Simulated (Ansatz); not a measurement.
# C₉H₁₃N: one species, many methods

An exercise on one series of results from a longer session: the logs are not shown, and one member is left open.

The runs use Ansatz 0.2.0, Gaussian basis; functionals in def2-TZVPP, the program's frozen cores in correlated methods.

Levels to be run: LDA (SPW92), PBE-D4, revPBE-D4, BLYP-D4, r2SCAN-D4, B97M-V, PBE0-D4, B3LYP-D4, r2SCANh-D4, r2SCAN0-D4, HSE06-D4, BHLYP-D4, CAM-B3LYP-D4, LC-ωPBE, ωB97X-V, ωB97M-V, B2PLYP, PBE-QIDH; CCSD(T)/def2-SVP; CCSD(T)/def2-TZVPP; MP2/def2-QZVPP; extrapolation to the limit.

### The geometry

The geometry comes from an earlier relaxation with PBE0-D4 in a triple-zeta def2 set; it is a stationary point, not always the lowest conformer.

SMILES `Cc1ccc(N(C)C)cc1`, 23 atoms, charge 0, spin multiplicity 1.

Atoms are counted from 1 here; the program's logs count them from 0.

Bond lengths: C1–C2 1.498 Å, C1–H11 1.092 Å, C1–H12 1.095 Å, C1–H13 1.092 Å, C2–C3 1.390 Å, C2–C10 1.390 Å, C3–C4 1.384 Å, C3–H14 1.086 Å, C4–C5 1.402 Å, C4–H15 1.081 Å, C5–N6 1.381 Å, C5–C9 1.403 Å, N6–C7 1.438 Å, N6–C8 1.438 Å, C7–H16 1.093 Å, C7–H17 1.089 Å, C7–H18 1.101 Å, C8–H19 1.089 Å and more. Angles: C2–C1–H11 111.3°, C2–C1–H12 111.4°, C2–C1–H13 111.4°, H11–C1–H12 107.3°, H11–C1–H13 107.9°, H12–C1–H13 107.2°, C1–C2–C3 121.7°, C1–C2–C10 121.6°, C3–C2–C10 116.7°, C2–C3–C4 122.1°, C2–C3–H14 119.3°, C4–C3–H14 118.5°, C3–C4–C5 121.0°, C3–C4–H15 118.6°, C5–C4–H15 120.4°, C4–C5–N6 121.5°, C4–C5–C9 117.0°, N6–C5–C9 121.5° and more.

Set-up of the first run:

Input file in.yaml:

```yaml
crystal:
  periodic: [false, false, false]
  atoms:
    - {symbol: C, position_ang: [2.004456, -1.926374, -2.520576]}
    - {symbol: C, position_ang: [1.206711, -1.167133, -1.504864]}
    - {symbol: C, position_ang: [-0.143088, -1.423569, -1.297240]}
    - {symbol: C, position_ang: [-0.882294, -0.748483, -0.342036]}
    - {symbol: C, position_ang: [-0.289479, 0.226833, 0.472524]}
    - {symbol: N, position_ang: [-1.007710, 0.881683, 1.453195]}
    - {symbol: C, position_ang: [-2.440055, 0.754418, 1.465445]}
    - {symbol: C, position_ang: [-0.435721, 2.048196, 2.069822]}
    - {symbol: C, position_ang: [1.066900, 0.505256, 0.248580]}
    - {symbol: C, position_ang: [1.785535, -0.182524, -0.712499]}
    - {symbol: H, position_ang: [1.370023, -2.294704, -3.329470]}
    - {symbol: H, position_ang: [2.499089, -2.795066, -2.073399]}
    - {symbol: H, position_ang: [2.784170, -1.302218, -2.962864]}
    - {symbol: H, position_ang: [-0.641955, -2.171442, -1.906362]}
    - {symbol: H, position_ang: [-1.932422, -0.984567, -0.237615]}
    - {symbol: H, position_ang: [-2.740503, -0.289228, 1.592157]}
    - {symbol: H, position_ang: [-2.839963, 1.312440, 2.311176]}
    - {symbol: H, position_ang: [-2.914166, 1.133351, 0.547420]}
    - {symbol: H, position_ang: [-1.122800, 2.423594, 2.827161]}
    - {symbol: H, position_ang: [0.503872, 1.805786, 2.573796]}
    - {symbol: H, position_ang: [-0.235497, 2.859606, 1.353841]}
    - {symbol: H, position_ang: [1.571322, 1.269032, 0.824470]}
    - {symbol: H, position_ang: [2.833567, 0.065113, -0.852673]}
basis:
  gaussian: {orbitals: def2-TZVPP}
hamiltonian: {xc: lda}
output: {orbitals: {seedname: orbitals}}
```

The run is started by

```
$ ansatz run in.yaml --threads 4 --pin off --events-out ev --progress --plain --max-ram 66560MiB --backend cuda --devices 0, --max-vram 37GiB
```

Steps of the session up to this table: LDA; PBE-D4 (GGA); revPBE-D4 (GGA); BLYP-D4 (GGA); r2SCAN-D4 (meta-GGA); B97M-V (meta-GGA); B3LYP-D4 (hybrid); r2SCANh-D4 (hybrid); r2SCAN0-D4 (hybrid); HSE06-D4 (hybrid); BHLYP-D4 (hybrid); CAM-B3LYP-D4 (range-separated); LC-ωPBE (range-separated); ωB97X-V (range-separated); ωB97M-V (range-separated); B2PLYP (double hybrid); PBE-QIDH (double hybrid).

One of the session's tables, all rows but one given; the rest of the session is left out.

It belongs to the step «Frontier levels by functional». 

```
  functional  HOMO (eV)  gap (eV)
 LDA (SPW92)      -4.56      3.50
      PBE-D4      -4.40      3.59
   revPBE-D4      -4.34      3.63
     BLYP-D4      -4.26      3.60
   r2SCAN-D4      -4.54      3.90
      B97M-V      -4.60      3.99
     PBE0-D4      -5.37      5.44
    B3LYP-D4      -5.19      5.07
  r2SCANh-D4      -4.91      4.59
  r2SCAN0-D4          ?         ?
    HSE06-D4      -4.99      4.68
    BHLYP-D4      -6.21      7.27
CAM-B3LYP-D4      -6.53      7.65
     LC-ωPBE      -7.71      9.86
     ωB97X-V      -7.43      9.54
     ωB97M-V      -7.38      9.39
```

**Question.** Estimate the row for r2SCAN0-D4.

Worked estimate for «HOMO (eV)». Against the share of exact exchange, r2SCAN-D4 (0, -4.54), r2SCANh-D4 (0.1, -4.91) give a slope of -3.70 per unit share; at 0.25 the line stands at -5.46.

The run gave: HOMO (eV): -5.48; gap (eV): 5.63. In «HOMO (eV)» the line misses by +0.02.
